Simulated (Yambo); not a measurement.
# NiO (Fm-3m) in Yambo: a series of runs, part 3 of 3

Yambo 5.3.0.

## (5) Optical spectrum by the Bethe-Salpeter equation, LDA, collinear spin, ferromagnetic start

Input file bse7.in:

```
optics
bse
bss
rim_cut
RandQpts= 1000000
RandGvec= 50 RL
BSKmod= "HF"
BSEmod= "retarded"
BSSmod= "d"
% BSEQptR
 1 | 1 |
%
% BSEBands
 10 | 15 |
%
BSENGexx= 10 Ry
BSENGBlk= 5 Ry
% BEnRange
 0 | 15 | eV
%
% BDmRange
 0.05 | 0.05 | eV
%
BEnSteps= 300
% BLongDir
 1 | 1 | 1 |
%
BSEprop= "abs"
WRbsWF
```

Input file scf.in:

```
&CONTROL
  calculation = 'scf'
  prefix = 'pwscf'
  outdir = './tmp'
  pseudo_dir = './pseudo'
/
&SYSTEM
  ibrav = 0
  nat = 2
  ntyp = 2
  ecutwfc = 98
  nbnd = 22
  occupations = 'smearing'
  smearing = 'fd'
  degauss = 0.00367493
  nspin = 2
  starting_magnetization(1) = 0.0556
  starting_magnetization(2) = 0
  force_symmorphic = .true.
/
&ELECTRONS
  conv_thr = 4d-10
  electron_maxstep = 120
  mixing_beta = 0.3
/
ATOMIC_SPECIES
Ni    58.6934 Ni.upf
O     15.9990 O.upf
CELL_PARAMETERS bohr
   0.0000000000    3.9417828252    3.9417828252
   3.9417828252    0.0000000000    3.9417828252
   3.9417828252    3.9417828252    0.0000000000
ATOMIC_POSITIONS bohr
Ni     0.0000000000    0.0000000000    0.0000000000
O      3.9417828252    3.9417828252    3.9417828252
K_POINTS automatic
12 12 12 0 0 0
```

Input file nscf.in:

```
&CONTROL
  calculation = 'nscf'
  prefix = 'pwscf'
  outdir = './tmp'
  pseudo_dir = './pseudo'
/
&SYSTEM
  ibrav = 0
  nat = 2
  ntyp = 2
  ecutwfc = 98
  nbnd = 42
  occupations = 'smearing'
  smearing = 'fd'
  degauss = 0.00367493
  nspin = 2
  starting_magnetization(1) = 0.0556
  starting_magnetization(2) = 0
  force_symmorphic = .true.
/
&ELECTRONS
  conv_thr = 1d-08
  diago_full_acc = .true.
  diago_thr_init = 1d-06
/
ATOMIC_SPECIES
Ni    58.6934 Ni.upf
O     15.9990 O.upf
CELL_PARAMETERS bohr
   0.0000000000    3.9417828252    3.9417828252
   3.9417828252    0.0000000000    3.9417828252
   3.9417828252    3.9417828252    0.0000000000
ATOMIC_POSITIONS bohr
Ni     0.0000000000    0.0000000000    0.0000000000
O      3.9417828252    3.9417828252    3.9417828252
K_POINTS automatic
4 4 4 0 0 0
```

Potentials or basis: PseudoDojo 0.4.1 SR LDA standard.

On the command line:

```sh
$ OMP_NUM_THREADS=1 pw.x -in scf.in > scf.out
$ OMP_NUM_THREADS=1 pw.x -in nscf.in > nscf.out
$ cd tmp/pwscf.save; p2y; mv SAVE ../..; cd ../..
$ OMP_NUM_THREADS=1 yambo
$ mkdir -p bse7; ln -s $PWD/g0w00/ndb.RIM bse7/
$ OMP_NUM_THREADS=1 yambo -F bse7.in -J bse7 -C bse7_out
$ OMP_NUM_THREADS=1 ypp -J bse7 -C bse7_out -e s -b 1
```

Yambo's report:

```text
[... sections 02.01 to 02.04 as in the set-up run ...]

  [02.05] Energies & Occupations
  ==============================

  [WARNING] Merged spin levels are metallic
  [X] === Spin Independent ===
  [X] Electronic Temperature                        :  0.258606E-1   300.100    [eV K]
  [X] Bosonic    Temperature                        :  0.258606E-1   300.100    [eV K]
  [X] Finite Temperature mode                       : yes
  [X] El. density                                   :  0.13222E+25 [cm-3]
  [X] Fermi Level                                   :  14.11002 [eV]

  [X] === Spin up channel ===
  [X] Conduction Band Min                  [spin UP]:  14.11002 [eV]
  [X] Valence Band Max                     [spin UP]:  14.11002 [eV]
  [X] Filled Bands                         [spin UP]:  11
  [X] Metallic Bands                       [spin UP]:  12  13
  [X] Empty Bands                          [spin UP]:   14   42

  [X] === Spin dn channel ===
  [X] Conduction Band Min                  [spin DN]:  14.11002 [eV]
  [X] Valence Band Max                     [spin DN]:  14.11002 [eV]
  [X] Filled Bands                         [spin DN]:  11
  [X] Metallic Bands                       [spin DN]:  12  13
  [X] Empty Bands                          [spin DN]:   14   42

  [X] === Metallic Characters ===
  [X] N of el / N of met el                [spin UP]:  12.00000   1.41855
  [X] Average metallic occ.                [spin UP]:  0.354636
  [X] N of el / N of met el                [spin DN]:  12.00000   2.36598
  [X] Average metallic occ.                [spin DN]:  0.591495

  [WARNING] [X] Metallic system

  [WARNING] Merged spin levels are metallic

 [03] Transferred momenta grid and indexing
 ==========================================

 IBZ Q-points                                      :   8
 BZ  Q-points                                      :   64

 K/Q-points units:
 rlu = crystal or reduced units; cc = cartesian coordinates; iku = interal k-units

 Q [1]          [rlu]:  0.000000  0.000000  0.000000
 Q [2]          [rlu]:  0.19593E-17  0.19593E-17  0.25000
 Q [3]          [rlu]: -0.39187E-17 -0.39187E-17 -0.50000
 Q [4]          [rlu]: -0.57037E-18  0.25000      0.25000
 Q [5]          [rlu]: -0.86450E-17  0.25000      0.50000
 Q [6]          [rlu]: -0.39187E-17  0.25000     -0.25000
 Q [7]          [rlu]:  0.11407E-17 -0.50000     -0.50000
 Q [8]          [rlu]:  0.250000 -0.500000 -0.250000
[... 68 lines left out ...]
   ==========================================================

   [BSE] Exchange components :   65
   [BSE] Correlation components :   27  181

   [06.01.06] Main kernel loop
   ===========================

   [WR./bse7//ndb.BS_Q1_CPU_0]-----------------------------------------------------
    Brillouin Zone Q/K grids (IBZ/BZ)                :    8   64    8   64
    RL vectors                                       :  2637 [WF]
    Coulomb cutoff potential                         : none
    Parallel CPUs
    Parallel Roles
    Fragmentation                                    : no
    BS kernel          wavefunctions                 : Slater exchange(X)+Perdew & Wang(C)
    Static diel. fun.  energies                      : Slater exchange(X)+Perdew & Wang(C)
    wavefunctions                                    : Slater exchange(X)+Perdew & Wang(C)
    [K] Identifier                                   :  249
    [K] Dimension                                    :  1275
    [K] Bands                                        :  10  15
    [K] Exchange                                     : yes [res]
    [K] Correlation                                  : yes [res]
    [K] Kernel`s coupling                            : no
    [K] Exchange                                     : no [cpl]
    [K] Correlation                                  : no [cpl]
    [K] W interaction is bare                        : yes
    [K] ALDA kernel in R-space                       : no
    [K] RL vectors                                   :   65 [exchange]
    [K] RL vectors                                   :  27 [correlation]
    [K] E/h energy range                             : -1.000000 -1.000000 [eV]
    [K] Coupling range                               :  100.0000  100.0000 [o/o]
    [W] Interaction is diagonal                      : yes
    [W] Matrix size                                  :  1
    [RIM] RL components                              :   51 [col]
    [RIM] Random points                              :  1000000 [col]
    [SOC] Perturbative SOC                           : no
    [K] Kernel long-range exchange                   : BAR

   [06.01.07] Wave-Function Phases
   ===============================

   [BSE] WF phases found       :  57.50868 [o/o]

  [06.02] BSE solver(s) @q1
  =========================

  [06.03] Diago Solver @q1
  ========================

  [WR./bse7//ndb.BS_diago_Q1]-----------------------------------------------------
   BS kernel          energies                      : Slater exchange(X)+Perdew & Wang(C)
   [K] Identifier                                   :  249
   [K] Dimension                                    :  1275
   [K] Bands                                        :  10  15
   [K] Exchange                                     : yes [res]
   [K] Correlation                                  : yes [res]
   [K] Kernel`s coupling                            : no
   [K] Exchange                                     : no [cpl]
   [K] Correlation                                  : no [cpl]
   [K] W interaction is bare                        : yes
   [K] ALDA kernel in R-space                       : no
   [K] RL vectors                                   :   65 [exchange]
   [K] RL vectors                                   :  27 [correlation]
   [K] E/h energy range                             : -1.000000 -1.000000 [eV]
   [K] Coupling range                               :  100.0000  100.0000 [o/o]
   [W] Interaction is diagonal                      : yes
   [W] Matrix size                                  :  1
   [RIM] RL components                              :   51 [col]
   [RIM] Random points                              :  1000000 [col]
   [SOC] Perturbative SOC                           : no
   [K] Kernel long-range exchange                   : BAR
   [BSS] Eigenstates included                       : yes
   [BSS] Field direction                            :  0.577350E-5  0.577350E-5  0.577350E-5
   [BSS] Eigenstates computed                       :  1275
   [BSS] Number of BSE matrices                     :  1
```

Run time: 2.2 min. Hardware: 1 thread of Arm Neoverse V2, shared host; peak memory 0.27 GiB.

What came out:

| Property | Result |
| --- | --- |
| Band gap on the k mesh, mean-field level | none (metal or under the smearing width) |
| Net moment | 0.49 μB per cell |

Dielectric function (along the field direction of the input):
```csv
energy (eV),real part,imaginary part
0.80,141.34,-45.24
1.25,63.43,-11.27
1.76,20.82,-18.91
2.26,25.97,-1.53
2.76,6.11,-6.36
3.21,17.54,-0.19
3.71,10.96,0.18
4.21,10.28,1.17
4.72,5.02,0.60
5.17,5.14,0.42
5.67,4.79,0.01
6.17,4.69,0.16
6.67,5.06,3.79
7.12,2.16,0.32
7.63,2.50,0.03
8.13,2.57,0.11
8.63,1.92,0.52
9.08,2.01,0.05
9.58,2.09,-0.01
10.08,2.15,0.10
10.59,1.71,0.15
11.04,1.75,0.01
11.54,1.61,0.04
12.04,1.64,0.00
12.54,1.61,0.00
12.99,1.57,0.00
13.49,1.54,0.00
14.00,1.51,0.00
14.50,1.48,0.00
15.00,1.46,0.00
```

Caveat: the k mesh is coarse (spacing up to 0.65 Å⁻¹), so the values aren't converged; the intraband (Drude) term of the metal is left out; the ground state has no gap, which makes the many-body step unreliable; the transitions start from uncorrected Kohn-Sham levels, so peaks lie too low; an unscreened exchange kernel binds far too strongly; spectra need much finer meshes, so this one isn't converged; a cell with one magnetic atom can't hold antiferromagnetic order, which such compounds often take; semilocal functionals often make such compounds metallic where correlation or magnetic order opens a gap, which also shifts bond lengths. With open d or f shells a metallic result of LDA can be an artefact of self-interaction; +U or a hybrid may open a gap.

## (6) Summary

```tsv
broadening	kernel	terms kept	solver	top of the energy range	other keys	moment (μB)
0.05 eV	screened exchange	resonant and antiresonant, uncoupled	Haydock recursion	15 eV	-	0.49
0.2 eV	Hartree (RPA with local fields)	resonant and antiresonant, uncoupled	diagonalisation	10 eV	-	0.49
0.2 eV	screened exchange	with coupling	diagonalisation	15 eV	-	0.49
0.05 eV	unscreened exchange	resonant and antiresonant, uncoupled	diagonalisation	15 eV	several, not listed	0.49
```

Alike in all rows: task optical spectrum by the Bethe-Salpeter equation; level LDA; potentials or basis PseudoDojo 0.4.1 SR LDA standard; spin collinear, ferromagnetic start; cell as given; k mesh 4 × 4 × 4; cutoff (eV) 1333; smearing fermi-dirac 0.05 eV; the mesh is coarse, so values aren't converged.

Caveats: all runs use coarse meshes; the intraband (Drude) term of the metal is left out; the ground state has no gap, which makes the many-body step unreliable; spectra need much finer meshes, so this one isn't converged; a cell with one magnetic atom can't hold antiferromagnetic order, which such compounds often take; semilocal functionals often make such compounds metallic where correlation or magnetic order opens a gap, which also shifts bond lengths; the transitions start from uncorrected Kohn-Sham levels, so peaks lie too low (some runs); exciton energies and binding change strongly with the k mesh and aren't converged on this one (some runs).

Absolute energies hang on the potentials; compare differences alone.
